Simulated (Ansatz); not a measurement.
This script drives Ansatz 0.2.0 through its Python package.

`tae_asb2geh7.py`:
```python
'''Atomisation energy of AsB2GeH7 at the given geometry.'''

from collections import Counter

import ansatz as az


def energy(molecule, charge=0, unpaired=0):
    calc = (
        molecule.calculation()
        .basis(gaussian='def2-SVP')
        .functional('r2scan0')
    )
    if charge:
        calc = calc.charge(charge)
    if unpaired:
        calc = calc.spin('collinear', total=unpaired)
    return calc.run(threads=1).report['free_energy_ev']

GEOMETRY = '''
B    -0.82000    1.67470   -0.15240
B    -0.38060    0.14160   -0.30720
Ge    0.12230   -0.88150    1.33400
As    0.12180   -0.59820   -2.15830
H    -1.07310    2.35660   -1.14990
H    -1.01250    2.21660    0.90350
H     1.71870   -0.79580    1.53310
H    -0.22750   -2.34880    1.18010
H    -0.54620   -0.25490    2.62760
H     1.34440    0.26220   -2.24450
H     0.81800   -1.82940   -1.54550
'''

geometry = az.Crystal.molecule()
for line in GEOMETRY.strip().splitlines():
    symbol, *xyz = line.split()
    geometry = geometry.atom(symbol, [float(v) for v in xyz])

# unpaired electrons of the ground-state atoms
unpaired = {'B': 1, 'Ge': 2, 'As': 3, 'H': 1}
counts = Counter(site.symbol for site in geometry.cartesian_sites)
atom_energy = {s: energy(az.Crystal.molecule().atom(s, (0, 0, 0)), 0, unpaired[s]) for s in counts}
whole = energy(geometry, 0, 0)
for s, e in atom_energy.items():
    print(f'{s:2s} x{counts[s]}  {e:14.5f} eV')
print(f'AsB2GeH7: {whole:.5f} eV')
split = sum(counts[s] * e for s, e in atom_energy.items()) - whole
print(f'atomisation energy (no zero-point term): {23.060548 * split:.1f} kcal/mol, {split / sum(counts.values()):.3f} eV an atom')
```

It is started by `python tae_asb2geh7.py`. Estimate its wall time and peak memory on 1 thread of Arm Neoverse V2 (shared host).

It took about 16 s, with a peak of 0.4 GiB, for 5 runs of the engine.

```console
$ python tae_asb2geh7.py
B  x2      -669.63914 eV
Ge x1    -56508.00678 eV
As x1    -60831.61447 eV
H  x7       -13.58464 eV
AsB2GeH7: -118805.50046 eV
atomisation energy (no zero-point term): 726.6 kcal/mol, 2.864 eV an atom
```

726.6 kcal/mol from the electronic energies, without the zero-point term.

Total energies depend on the basis set; only differences at equal settings carry meaning. The geometry is a force-field or estimated start, not a minimum of this method, and the basis set is short of its limit. All parts are taken at fixed geometry, without zero-point energy.
